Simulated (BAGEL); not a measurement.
# B2P2H6 (SMILES PBBP) at 4 levels

Wanted: a comparison of 4 runs (B3LYP/6-31G*, B3LYP/cc-pVDZ, PBE0/cc-pVDZ, RI-MP2/cc-pVDZ) of B2P2H6. 

The results are computed with BAGEL 1.2.2.

3 further runs of the same task are left out: 1 that didn't finish, 2 set aside as unsound or not needed.

## Step 1: The structure to begin with

The species is B2P2H6 (10 atoms), meant as a singlet with charge 0. As SMILES, `PBBP`. Geometry: relaxed at GFN2-xTB. This is one conformer, not always the lowest.

Bond lengths: P1–B2 1.887 Å, B2–B3 1.615 Å, B3–P4 1.887 Å, P1–H5 1.383 Å, P1–H6 1.386 Å, B2–H7 1.176 Å, B3–H8 1.176 Å, P4–H9 1.385 Å, P4–H10 1.386 Å. Some angles: P1–B2–B3 121.7°, B2–B3–P4 121.7°, P1–B2–H7 112.5°, B3–B2–H7 125.3°, B2–P1–H5 99.2°, B2–P1–H6 101.4°, B2–B3–H8 125.5°, P4–B3–H8 112.8°, B3–P4–H9 98.9°, B3–P4–H10 101.0°.

## Step 2: A single-point energy at B3LYP/6-31G(d) (density fitting with qzvpp-jkfit, spherical functions) (run 1)

Contents of dft.json:

```json
{ "bagel": [

{
  "title": "molecule",
  "basis": "6-31gs.json",
  "df_basis": "qzvpp-jkfit",
  "angstrom": true,
  "geometry": [
    { "atom": "P", "xyz": [   -1.261980,    0.988240,   -1.277450 ] },
    { "atom": "B", "xyz": [   -0.115570,   -0.469080,   -0.925030 ] },
    { "atom": "B", "xyz": [    0.371310,   -0.823790,    0.573930 ] },
    { "atom": "P", "xyz": [    1.901060,   -0.021860,    1.334760 ] },
    { "atom": "H", "xyz": [   -2.117750,    0.383900,   -2.180530 ] },
    { "atom": "H", "xyz": [   -2.141740,    0.910320,   -0.209490 ] },
    { "atom": "H", "xyz": [    0.290970,   -0.970700,   -1.907940 ] },
    { "atom": "H", "xyz": [   -0.132160,   -1.612100,    1.286970 ] },
    { "atom": "H", "xyz": [    1.354580,    0.375870,    2.543850 ] },
    { "atom": "H", "xyz": [    1.851280,    1.239210,    0.760930 ] }
  ]
},
{ "title": "ks", "xc_func": "b3lyp" },
{ "title": "print", "file": "orbitals.molden", "orbitals": true }

]}
```

The basis set 6-31G* is read from a file made from the Basis Set Exchange's data (not shown).

Run with:

```sh
$ BAGEL_NUM_THREADS=1 BAGEL dft.json > dft.out
```

The program printed:

```text
* using 1 threads per process

  ===============================================================
  ===============================================================

  *** Geometry ***

  { "atom" : "P", "xyz" : [     -2.384797,      1.867503,     -2.414031 ] },
  { "atom" : "B", "xyz" : [     -0.218396,     -0.886433,     -1.748053 ] },
  { "atom" : "B", "xyz" : [      0.701674,     -1.556737,      1.084571 ] },
  { "atom" : "P", "xyz" : [      3.592483,     -0.041309,      2.522331 ] },
  { "atom" : "H", "xyz" : [     -4.001968,      0.725466,     -4.120605 ] },
  { "atom" : "H", "xyz" : [     -4.047302,      1.720255,     -0.395879 ] },
  { "atom" : "H", "xyz" : [      0.549854,     -1.834357,     -3.605484 ] },
  { "atom" : "H", "xyz" : [     -0.249746,     -3.046427,      2.432021 ] },
  { "atom" : "H", "xyz" : [      2.559785,      0.710291,      4.807180 ] },
  { "atom" : "H", "xyz" : [      3.498412,      2.341768,      1.437949 ] },

  Number of auxiliary basis functions:      514

  Since a DF basis is specified, we compute 2- and 3-index integrals:
    o Being stored without compression. Storage requirement is 0.024 GB

  Number of basis functions:       76
  Number of electrons      :       46

    * METHOD: MOLECULE                             0.26

  *** Kohn-Sham DFT ***

    * Removing 18436 points whose weight is below 1.00e-10
    * Grid points: 130624

  === Nuclear Repulsion ===
   160.9129111331

       - DIIS with orbital gradients will be used.

  === KS iteration (b3lyp / 6-31gs.json) ===
      0       -717.86365386          0.10945246           0.43
      1       -725.17487786          0.08783820           0.40
      2       -725.93716684          0.09840115           0.40
      3       -733.85114103          0.05714908           0.40
      4       -735.37461914          0.03158392           0.40
      5       -735.94697953          0.00634610           0.40
      6       -735.96157576          0.00342316           0.40
      7       -735.96802836          0.00117160           0.41
      8       -735.96917526          0.00032574           0.40
      9       -735.96925361          0.00009135           0.40
     10       -735.96925879          0.00001486           0.41
     11       -735.96925890          0.00000523           0.41
     12       -735.96925891          0.00000164           0.41
     13       -735.96925891          0.00000050           0.40
     14       -735.96925891          0.00000027           0.39
     15       -735.96925892          0.00000006           0.39
     16       -735.96925891          0.00000004           0.39
     17       -735.96925892          0.00000001           0.39
     18       -735.96925891          0.00000000           0.39
    * SCF iteration converged.

    * Permanent dipole moment:
           (    0.422614,     0.038142,    -0.097799) a.u.

    * METHOD: KS                                   8.27

    * METHOD: PRINT                                0.01

  ===============================================================
```

It took 8.7 s on 1 thread of Arm Neoverse V2, shared host; peak memory 0.48 GiB.

## Step 3: A single-point energy at B3LYP/cc-pVDZ (density fitting with qzvpp-jkfit) (run 2)

Contents of dft.json:

```json
{ "bagel" : [

{
  "title" : "molecule",
  "basis" : "cc-pvdz.json",
  "df_basis" : "qzvpp-jkfit",
  "angstrom" : "true",
  "geometry" : [
    { "atom" : "P", "xyz" : [   -1.261980,    0.988240,   -1.277450 ] },
    { "atom" : "B", "xyz" : [   -0.115570,   -0.469080,   -0.925030 ] },
    { "atom" : "B", "xyz" : [    0.371310,   -0.823790,    0.573930 ] },
    { "atom" : "P", "xyz" : [    1.901060,   -0.021860,    1.334760 ] },
    { "atom" : "H", "xyz" : [   -2.117750,    0.383900,   -2.180530 ] },
    { "atom" : "H", "xyz" : [   -2.141740,    0.910320,   -0.209490 ] },
    { "atom" : "H", "xyz" : [    0.290970,   -0.970700,   -1.907940 ] },
    { "atom" : "H", "xyz" : [   -0.132160,   -1.612100,    1.286970 ] },
    { "atom" : "H", "xyz" : [    1.354580,    0.375870,    2.543850 ] },
    { "atom" : "H", "xyz" : [    1.851280,    1.239210,    0.760930 ] }
  ]
},
{ "title" : "ks", "xc_func" : "b3lyp" },
{ "title" : "print", "file" : "orbitals.molden", "orbitals" : "true" }

]}
```

The basis set cc-pVDZ is read from a file made from the Basis Set Exchange's data (not shown).

Run with:

```sh
$ BAGEL_NUM_THREADS=1 BAGEL dft.json > dft.out
```

The program printed:

```text
* using 1 threads per process

  ===============================================================
  ===============================================================

  *** Geometry ***

  { "atom" : "P", "xyz" : [     -2.384797,      1.867503,     -2.414031 ] },
  { "atom" : "B", "xyz" : [     -0.218396,     -0.886433,     -1.748053 ] },
  { "atom" : "B", "xyz" : [      0.701674,     -1.556737,      1.084571 ] },
  { "atom" : "P", "xyz" : [      3.592483,     -0.041309,      2.522331 ] },
  { "atom" : "H", "xyz" : [     -4.001968,      0.725466,     -4.120605 ] },
  { "atom" : "H", "xyz" : [     -4.047302,      1.720255,     -0.395879 ] },
  { "atom" : "H", "xyz" : [      0.549854,     -1.834357,     -3.605484 ] },
  { "atom" : "H", "xyz" : [     -0.249746,     -3.046427,      2.432021 ] },
  { "atom" : "H", "xyz" : [      2.559785,      0.710291,      4.807180 ] },
  { "atom" : "H", "xyz" : [      3.498412,      2.341768,      1.437949 ] },

  Number of auxiliary basis functions:      514

  Since a DF basis is specified, we compute 2- and 3-index integrals:
    o Being stored without compression. Storage requirement is 0.036 GB

  Number of basis functions:       94
  Number of electrons      :       46

    * METHOD: MOLECULE                             0.27

  *** Kohn-Sham DFT ***

    * Removing 18436 points whose weight is below 1.00e-10
    * Grid points: 130624

  === Nuclear Repulsion ===
   160.9129111331

       - DIIS with orbital gradients will be used.

  === KS iteration (b3lyp / cc-pvdz.json) ===
      0       -718.03776611          0.05849772           0.51
      1       -722.52067089          0.09871527           0.48
      2       -724.19039440          0.07904038           0.48
      3       -729.73595522          0.06756828           0.47
      4       -735.63569171          0.02225872           0.48
      5       -735.99088037          0.00585398           0.48
      6       -736.00297547          0.00341071           0.48
      7       -736.01118297          0.00120303           0.48
      8       -736.01240239          0.00035600           0.47
      9       -736.01249795          0.00014357           0.47
     10       -736.01251319          0.00002400           0.48
     11       -736.01251348          0.00000956           0.48
     12       -736.01251353          0.00000231           0.48
     13       -736.01251354          0.00000154           0.48
     14       -736.01251354          0.00000024           0.48
     15       -736.01251354          0.00000008           0.48
     16       -736.01251354          0.00000004           0.48
     17       -736.01251354          0.00000001           0.48
     18       -736.01251354          0.00000001           0.49
    * SCF iteration converged.

    * Permanent dipole moment:
           (    0.324813,    -0.035180,    -0.085049) a.u.

    * METHOD: KS                                   9.88

    * METHOD: PRINT                                0.01

  ===============================================================
```

It took 11 s on 1 thread of Arm Neoverse V2, shared host; peak memory 0.56 GiB.

Run 3 isn't shown in full; the table further down has it.

## Step 4: The energy at RI-MP2/cc-pVDZ (density fitting with qzvpp-jkfit) (run 4)

Contents of calc.json:

```json
{ "bagel" : [

{
  "title" : "molecule",
  "basis" : "cc-pvdz.json",
  "df_basis" : "qzvpp-jkfit",
  "angstrom" : true,
  "geometry" : [
    { "atom" : "P", "xyz" : [      -1.261980,       0.988240,      -1.277450 ] },
    { "atom" : "B", "xyz" : [      -0.115570,      -0.469080,      -0.925030 ] },
    { "atom" : "B", "xyz" : [       0.371310,      -0.823790,       0.573930 ] },
    { "atom" : "P", "xyz" : [       1.901060,      -0.021860,       1.334760 ] },
    { "atom" : "H", "xyz" : [      -2.117750,       0.383900,      -2.180530 ] },
    { "atom" : "H", "xyz" : [      -2.141740,       0.910320,      -0.209490 ] },
    { "atom" : "H", "xyz" : [       0.290970,      -0.970700,      -1.907940 ] },
    { "atom" : "H", "xyz" : [      -0.132160,      -1.612100,       1.286970 ] },
    { "atom" : "H", "xyz" : [       1.354580,       0.375870,       2.543850 ] },
    { "atom" : "H", "xyz" : [       1.851280,       1.239210,       0.760930 ] }
  ]
},

{
  "title" : "hf"
},

{
  "title" : "mp2",
  "ncore" : 12
}

]}
```

The basis set cc-pVDZ is read from a file made from the Basis Set Exchange's data (not shown).

Run with:

```sh
$ BAGEL_NUM_THREADS=1 BAGEL calc.json > calc.out
```

The program printed:

```text
* using 1 threads per process

  ===============================================================
  ===============================================================

  *** Geometry ***

  { "atom" : "P", "xyz" : [     -2.384797,      1.867503,     -2.414031 ] },
  { "atom" : "B", "xyz" : [     -0.218396,     -0.886433,     -1.748053 ] },
  { "atom" : "B", "xyz" : [      0.701674,     -1.556737,      1.084571 ] },
  { "atom" : "P", "xyz" : [      3.592483,     -0.041309,      2.522331 ] },
  { "atom" : "H", "xyz" : [     -4.001968,      0.725466,     -4.120605 ] },
  { "atom" : "H", "xyz" : [     -4.047302,      1.720255,     -0.395879 ] },
  { "atom" : "H", "xyz" : [      0.549854,     -1.834357,     -3.605484 ] },
  { "atom" : "H", "xyz" : [     -0.249746,     -3.046427,      2.432021 ] },
  { "atom" : "H", "xyz" : [      2.559785,      0.710291,      4.807180 ] },
  { "atom" : "H", "xyz" : [      3.498412,      2.341768,      1.437949 ] },

  Number of auxiliary basis functions:      514

  Since a DF basis is specified, we compute 2- and 3-index integrals:
    o Being stored without compression. Storage requirement is 0.036 GB

  Number of basis functions:       94
  Number of electrons      :       46

    * METHOD: MOLECULE                             0.27

  *** RHF ***

  === Nuclear Repulsion ===
   160.9129111331

      * DIIS with orbital gradients will be used.

  === RHF iteration (cc-pvdz.json) ===
      0       -734.12988230          0.01380092           0.09
      1       -734.26545885          0.00631631           0.09
      2       -734.29570472          0.00173747           0.09
      3       -734.29973632          0.00035816           0.09
      4       -734.29995554          0.00014611           0.09
      5       -734.30000725          0.00004708           0.09
      6       -734.30001165          0.00001784           0.09
      7       -734.30001234          0.00000561           0.09
      8       -734.30001241          0.00000145           0.09
      9       -734.30001241          0.00000045           0.09
     10       -734.30001241          0.00000012           0.09
     11       -734.30001241          0.00000004           0.09
     12       -734.30001241          0.00000001           0.09
     13       -734.30001241          0.00000001           0.09
    * SCF iteration converged.

    * Permanent dipole moment:
           (    0.392578,     0.156318,    -0.060312) a.u.

    * METHOD: HF                                   1.49

  *** RHF ***

  === Nuclear Repulsion ===
   160.9129111331

      * DIIS with orbital gradients will be used.

  === RHF iteration (cc-pvdz.json) ===
      0       -734.30001241          0.00000000           0.09
    * SCF iteration converged.

    * Permanent dipole moment:
           (    0.392578,     0.156318,    -0.060312) a.u.

  === DF-MP2 calculation ===

    * freezing 12 orbitals
    * 3-index integral transformation done
    * assembly done

      MP2 correlation energy:   -0.4080789281      0.05

      MP2 total energy:       -734.7080913395

    * METHOD: MP2                                  0.25

  ===============================================================
```

It took 2.2 s on 1 thread of Arm Neoverse V2, shared host; peak memory 0.14 GiB.

## Step 5: All runs side by side

| run | level | frozen core orbitals | energy (Eh) | dipole moment (D) | HOMO energy (eV) | LUMO energy (eV) | wall time |
| --- | --- | --- | --- | --- | --- | --- | --- |
| 1 | B3LYP/6-31G* (density fitting with qzvpp-jkfit, spherical functions) | – | -735.969259 | 1.11 | -6.98 | -1.55 | 8.7 s |
| 2 | B3LYP/cc-pVDZ (density fitting with qzvpp-jkfit) | – | -736.012514 | 0.86 | -7.02 | -1.68 | 11 s |
| 3 | PBE0/cc-pVDZ (density fitting with qzvpp-jkfit) | – | -735.630803 | 0.97 | -7.28 | -1.57 | 11 s |
| 4 | RI-MP2/cc-pVDZ (density fitting with qzvpp-jkfit) | 12 | -734.708091 | – | – | – | 2.2 s |

## Step 6: Outcome

| quantity | value |
| --- | --- |
| run 4: total energy | -734.70809 Eh |
| run 4: correlation energy (12 core orbitals frozen) | -408.1 mEh |

What this shows: Over runs 1, 2, 3 the dipole moment (its size) runs from 0.86 D (B3LYP/cc-pVDZ) to 1.11 D (B3LYP/6-31G*). Over runs 1, 2, 3 the HOMO–LUMO gap runs from 5.34 eV (B3LYP/cc-pVDZ) to 5.71 eV (PBE0/cc-pVDZ). Totals of different functionals can't be ranked against each other. All runs together took 32 s, the longest 11 s.
